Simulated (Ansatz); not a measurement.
# C₃H₁₁NTi: small, medium and large basis sets

One table from this session's results is given with a row withheld; the runs are named, their logs left out.

Method: one geometry, several basis sets; program: Ansatz 0.2.0, Gaussian basis.

Levels to be run: PBE0-D4/def2-SVP; ωB97M-V/def2-SVP; PBE0-D4/def2-QZVPP; ωB97M-V/def2-QZVPP; the functionals' def2-TZVPP values are taken from earlier runs.

## The geometry

All runs share one geometry, relaxed beforehand with PBE0-D4 in a triple-zeta def2 set.

16 atoms, charge 0, spin multiplicity 1.

Atoms are counted from 1 here; the program's logs count them from 0.

Bond lengths: C1–Ti2 2.073 Å, C1–H6 1.095 Å, C1–H7 1.095 Å, C1–H8 1.097 Å, Ti2–C3 2.069 Å, Ti2–C4 2.069 Å, Ti2–N5 1.878 Å, C3–H9 1.096 Å, C3–H10 1.096 Å, C3–H11 1.096 Å, C4–H12 1.096 Å, C4–H13 1.096 Å, C4–H14 1.095 Å, N5–H15 1.011 Å, N5–H16 1.011 Å. Angles: Ti2–C1–H6 111.2°, Ti2–C1–H7 111.0°, Ti2–C1–H8 108.8°, H6–C1–H7 108.3°, H6–C1–H8 108.7°, H7–C1–H8 108.7°, C1–Ti2–C3 107.0°, C1–Ti2–C4 106.7°, C1–Ti2–N5 108.7°, C3–Ti2–C4 110.6°, C3–Ti2–N5 111.9°, C4–Ti2–N5 111.7°, Ti2–C3–H9 110.0°, Ti2–C3–H10 109.6°, Ti2–C3–H11 111.5°, H9–C3–H10 108.6°, H9–C3–H11 108.7°, H10–C3–H11 108.4° and more.

Set-up of the first run:

in.yaml reads:

```yaml
crystal:
  periodic: [false, false, false]
  atoms:
    - {symbol: C, position_ang: [-0.777732, 0.302075, -1.781846]}
    - {symbol: Ti, position_ang: [-0.055646, 0.135129, 0.153859]}
    - {symbol: C, position_ang: [2.005966, 0.265605, 0.043107]}
    - {symbol: C, position_ang: [-0.629894, -1.728435, 0.844954]}
    - {symbol: N, position_ang: [-0.790634, 1.517274, 1.191371]}
    - {symbol: H, position_ang: [-1.869826, 0.228738, -1.804406]}
    - {symbol: H, position_ang: [-0.488438, 1.259513, -2.227319]}
    - {symbol: H, position_ang: [-0.357358, -0.509771, -2.387772]}
    - {symbol: H, position_ang: [2.452316, -0.038133, 0.996934]}
    - {symbol: H, position_ang: [2.374367, -0.402171, -0.744236]}
    - {symbol: H, position_ang: [2.332604, 1.285569, -0.187635]}
    - {symbol: H, position_ang: [-0.119187, -1.951705, 1.788629]}
    - {symbol: H, position_ang: [-0.355470, -2.492800, 0.108688]}
    - {symbol: H, position_ang: [-1.711452, -1.780536, 1.011184]}
    - {symbol: H, position_ang: [-0.367681, 2.423713, 1.341584]}
    - {symbol: H, position_ang: [-1.664937, 1.463136, 1.697101]}
basis:
  gaussian: {orbitals: def2-SVP}
hamiltonian: {xc: pbe0, dispersion: d4}
output: {orbitals: {seedname: orbitals}}
```

Launch:

```bash
$ ansatz run in.yaml --threads 4 --pin off --events-out ev --progress --plain --max-ram 11315MiB
```

Steps of the session up to this table: PBE0-D4 in def2-SVP; ωB97M-V in def2-SVP; PBE0-D4 in def2-QZVPP; ωB97M-V in def2-QZVPP.

One of the session's tables, all rows but one given; the rest of the session is left out.

It belongs to the step «Functionals by basis». 

| functional | basis | HOMO (eV) |
| --- | --- | --- |
| PBE0-D4 | def2-SVP | -7.14 |
| PBE0-D4 | def2-TZVPP | -7.25 |
| PBE0-D4 | def2-QZVPP | -7.27 |
| ωB97M-V | def2-SVP | -9.51 |
| ωB97M-V | def2-TZVPP | -9.64 |
| ωB97M-V | def2-QZVPP | ? |

Estimate the missing values for ωB97M-V, def2-QZVPP.

As computed: HOMO (eV): -9.65. In the column «HOMO (eV)» it is the lowest.
